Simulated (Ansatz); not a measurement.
**Ba (hcp type): how the settings move a relaxation**

Aim: see which settings change the result for Ba (hcp type), by how much, and at what cost.

Method: reference: DFT, PBEsol, PAW with Ansatz's default frozen-core files, scalar-relativistic, in Ansatz 0.2.0.

## Step 1: The system as given

It takes space group P6_3/mmc (No. 194, hexagonal). Conventional cell: a = 4.036 Å, b = 4.036 Å, c = 6.585 Å, α = 90.00°, β = 90.00°, γ = 120.00°. Ba (site symmetry -6m2) is surrounded by 12 Ba at 4.03 to 4.04 Å.

Coordinates:

```
CELL_PARAMETERS angstrom
4.03620 0.00000 0.00000
-2.01810 3.49546 0.00000
0.00000 0.00000 6.58539
ATOMIC_POSITIONS crystal
Ba 0.33333 0.66667 0.25000
Ba 0.66667 0.33333 0.75000
```

## Step 2: Reference

The input, input.yaml:

```yaml
crystal:
  lattice:
    - [4.0362046567, 0.0, 0.0]
    - [-2.0181023284, 3.4954557676, 0.0]
    - [0.0, 0.0, 6.5853911238]
  atoms:
    - { symbol: Ba, position: [0.3333333333, 0.6666666667, 0.25] }
    - { symbol: Ba, position: [0.6666666667, 0.3333333333, 0.75] }
kpoints:
  mp_grid: { grid: [10, 10, 6] }
scf:
  occupations: { method: fermi_dirac, width: 0.08 }
hamiltonian:
  xc: pbesol
  pseudopotentials: { kind: paw }
output:
  forces: true
  stress: true
relax:
  f_tol: 0.005
  max_steps: 30
  cell: { stress_tol: 0.11, fix: [volume] }
```

Started as:

```bash
ansatz run input.yaml --threads 1 --pin off --max-ram 2048MiB --backend cpu --events-out ev --progress --plain --runs-dir out
```

## Step 3: Variant: ecutrho_ratio 12

input.yaml: that of step 2 with these lines changed.

```diff
@@ -22 +22,3 @@
   cell: { stress_tol: 0.11, fix: [volume] }
+basis:
+  ecutrho_ratio: 12
```

Before running it: what results should come out? Wanted: for each run, ending; energy change; pressure; gap; force.

The runs gave:

| run | ending | energy change | pressure (GPa) | gap (eV) | force (eV/Å) | cycles | time |
| --- | --- | --- | --- | --- | --- | --- | --- |
| reference | converged | 0 | 2.4 | 0.00 | 0.00 | 17 | 16 s |
| 1: ecutrho_ratio 12 | converged | 0.0 meV/atom | 2.4 | 0.00 | 0.00 | 17 | 17 s |

**Reading.** Changing the numerical grids hardly moves the energy: 0.0 meV/atom.
